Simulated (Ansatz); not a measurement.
# C₄H₆Zn: one species, many methods

An exercise on one series of results from a longer session: the logs are not shown, and one member is left open.

Method: functionals in def2-TZVPP, the program's frozen cores in correlated methods; program: Ansatz 0.2.0, Gaussian basis.

Plan: PBE-D4, r2SCAN-D4, PBE0-D4, B3LYP-D4, ωB97X-V, ωB97M-V, B2PLYP; CCSD(T)/def2-TZVPP; MP2/def2-QZVPP; extrapolation to the limit.

### The geometry

The geometry comes from an earlier relaxation with PBE0-D4 in a triple-zeta def2 set; it is a stationary point, not always the lowest conformer.

11 atoms, charge 0, spin multiplicity 1.

Atoms are counted from 1 here; the program's logs count them from 0.

Bond lengths: C1–C2 1.300 Å, C1–H6 1.086 Å, C1–H7 1.086 Å, C2–C4 1.302 Å, C4–C5 1.497 Å, C4–H8 1.089 Å, C5–H9 1.094 Å, C5–H10 1.094 Å, C5–H11 1.090 Å. Angles: C2–C1–H6 121.4°, C2–C1–H7 121.1°, H6–C1–H7 117.5°, C1–C2–C4 179.6°, C2–C4–C5 124.8°, C2–C4–H8 117.8°, C5–C4–H8 117.4°, C4–C5–H9 110.8°, C4–C5–H10 110.6°, C4–C5–H11 111.2°, H9–C5–H10 107.2°, H9–C5–H11 108.5°, H10–C5–H11 108.4°.

Coordinates:

```
C    -1.2742    1.5458   -0.5662
C    -0.6355    0.4143   -0.5137
Zn    2.5675    1.8486   -0.0944
C     0.0097   -0.7151   -0.4536
C     0.4720   -1.3682    0.8116
H    -2.3585    1.5851   -0.5357
H    -0.7404    2.4888   -0.6445
H     0.2340   -1.2225   -1.3904
H     0.0362   -2.3663    0.9142
H     1.5598   -1.4895    0.8081
H     0.1948   -0.7778    1.6849
```

The first run:

The input, in.yaml:

```yaml
crystal:
  periodic: [false, false, false]
  atoms:
    - {symbol: C, position_ang: [-1.274155, 1.545752, -0.566167]}
    - {symbol: C, position_ang: [-0.635517, 0.414342, -0.513663]}
    - {symbol: Zn, position_ang: [2.567487, 1.848603, -0.094424]}
    - {symbol: C, position_ang: [0.009696, -0.715116, -0.453562]}
    - {symbol: C, position_ang: [0.472037, -1.368238, 0.811583]}
    - {symbol: H, position_ang: [-2.358545, 1.585116, -0.535680]}
    - {symbol: H, position_ang: [-0.740443, 2.488810, -0.644479]}
    - {symbol: H, position_ang: [0.234033, -1.222508, -1.390365]}
    - {symbol: H, position_ang: [0.036219, -2.366312, 0.914198]}
    - {symbol: H, position_ang: [1.559754, -1.489550, 0.808147]}
    - {symbol: H, position_ang: [0.194835, -0.777800, 1.684914]}
basis:
  gaussian: {orbitals: def2-TZVPP}
hamiltonian: {xc: pbe, dispersion: d4}
output: {forces: true, orbitals: {seedname: orbitals}}
```

On the command line:

```bash
$ ansatz run in.yaml --threads 2 --pin off --events-out ev --progress --plain --max-ram 32768MiB --backend cuda --devices 0, --max-vram 18GiB
```

Among the steps run: PBE-D4 (GGA); r2SCAN-D4 (meta-GGA); PBE0-D4 (hybrid); B3LYP-D4 (hybrid); ωB97X-V (range-separated); ωB97M-V (range-separated); B2PLYP (double hybrid); CCSD(T) in def2-TZVPP; MP2 in def2-QZVPP.

One of the session's tables, all rows but one given; the rest of the session is left out.

It belongs to the step «Atomisation energies». 

```
            method  atomisation energy (kJ/mol)
            PBE-D4                       4314.1
         r2SCAN-D4                       4210.2
           PBE0-D4                       4237.7
          B3LYP-D4                       4212.6
           ωB97X-V                       4182.3
           ωB97M-V                       4200.4
            B2PLYP                       4158.6
     HF/def2-TZVPP                            ?
    MP2/def2-TZVPP                       4148.6
   CCSD/def2-TZVPP                       4024.3
CCSD(T)/def2-TZVPP                       4088.0
           MP2/CBS                       4241.4
       CCSD(T)/CBS                       4180.8
```

Estimate the missing values for HF/def2-TZVPP.

As computed: atomisation energy (kJ/mol): 3121.8. In the column «atomisation energy (kJ/mol)» it is the lowest.
